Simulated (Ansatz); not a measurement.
**CH₃GaO: ionisation energy by level of theory**

One table from this session's results is given with a row withheld; the runs are named, their logs left out.

Program: Ansatz 0.2.0, Gaussian basis. Level of theory: unrestricted cation, the program's frozen cores in correlated methods. These are calculated values, not measurements.

The runs, in order: UKS PBE-D4/def2-TZVPP; UKS r2SCAN-D4/def2-TZVPP; UKS PBE0-D4/def2-TZVPP; UKS B3LYP-D4/def2-TZVPP; UKS wB97X-V/def2-TZVPP; UKS wB97M-V/def2-TZVPP; UKS B2PLYP/def2-TZVPP; UHF-CCSD(T)/def2-TZVPP; UHF-MP2/def2-QZVPP; extrapolation to the limit; then −ε(HOMO) from the neutral's earlier runs with LDA (SPW92), PBE-D4, revPBE-D4, BLYP-D4, r2SCAN-D4, B97M-V, PBE0-D4, B3LYP-D4, r2SCANh-D4, r2SCAN0-D4, HSE06-D4, BHLYP-D4, CAM-B3LYP-D4, LC-ωPBE, ωB97X-V, ωB97M-V.

### The geometry

The geometry comes from an earlier relaxation with PBE0-D4 in a triple-zeta def2 set; it is a stationary point.

6 atoms, charge 0, spin multiplicity 1.

Atoms are counted from 1 here; the program's logs count them from 0.

Bond lengths: C1–O2 1.388 Å, C1–H4 1.097 Å, C1–H5 1.097 Å, C1–H6 1.097 Å, O2–Ga3 1.782 Å. Angles: O2–C1–H4 111.0°, O2–C1–H5 111.0°, O2–C1–H6 111.0°, H4–C1–H5 107.9°, H4–C1–H6 107.9°, H5–C1–H6 107.9°, C1–O2–Ga3 179.5°.

Set-up of the first run:

Input file in.yaml:

```yaml
crystal:
  periodic: [false, false, false]
  atoms:
    - {symbol: C, position_ang: [0.200776, 0.125826, -0.517997]}
    - {symbol: O, position_ang: [-0.273503, -0.206299, 0.743256]}
    - {symbol: Ga, position_ang: [-0.891484, -0.644060, 2.355802]}
    - {symbol: H, position_ang: [-0.616350, 0.452173, -1.172726]}
    - {symbol: H, position_ang: [0.690321, -0.732776, -0.993409]}
    - {symbol: H, position_ang: [0.932240, 0.941037, -0.461125]}
basis:
  gaussian: {orbitals: def2-TZVPP}
total_charge: 1
magnetization: {spin_polarized: true, initial_magnetization: 1}
hamiltonian: {xc: pbe, dispersion: d4}
```

Launch:

```bash
ansatz run in.yaml --threads 2 --pin off --events-out ev --progress --plain --max-ram 4352MiB
```

Among the steps run: Cation, UKS PBE-D4/def2-TZVPP; Cation, UKS r2SCAN-D4/def2-TZVPP; Cation, UKS PBE0-D4/def2-TZVPP; Cation, UKS B3LYP-D4/def2-TZVPP; Cation, UKS wB97X-V/def2-TZVPP; Cation, UKS wB97M-V/def2-TZVPP; Cation, UKS B2PLYP (frozen core)/def2-TZVPP; Cation, UHF-CCSD(T)/def2-TZVPP; Cation, UHF-MP2/def2-QZVPP.

One table of the session follows, with a row left open; its other results are not shown here.

It belongs to the step «Ionisation energies side by side». Orbital estimates, from the neutral's runs:

```
  functional  −ε(HOMO) (eV)
 LDA (SPW92)           6.42
      PBE-D4           6.26
   revPBE-D4           6.20
     BLYP-D4           6.15
   r2SCAN-D4           6.57
      B97M-V           6.48
     PBE0-D4           7.36
    B3LYP-D4           7.25
  r2SCANh-D4           7.01
  r2SCAN0-D4           7.55
    HSE06-D4           6.95
    BHLYP-D4              ?
CAM-B3LYP-D4           8.69
     LC-ωPBE           9.87
     ωB97X-V           9.56
     ωB97M-V           9.55
```

Estimate the missing values for BHLYP-D4.

Worked estimate for «−ε(HOMO) (eV)». Against the share of exact exchange, BLYP-D4 (0, 6.15), B3LYP-D4 (0.2, 7.25) give a slope of 5.50 per unit share; at 0.5 the line stands at 8.90.

The run gave: −ε(HOMO) (eV): 8.24. In «−ε(HOMO) (eV)» the line misses by +0.66.
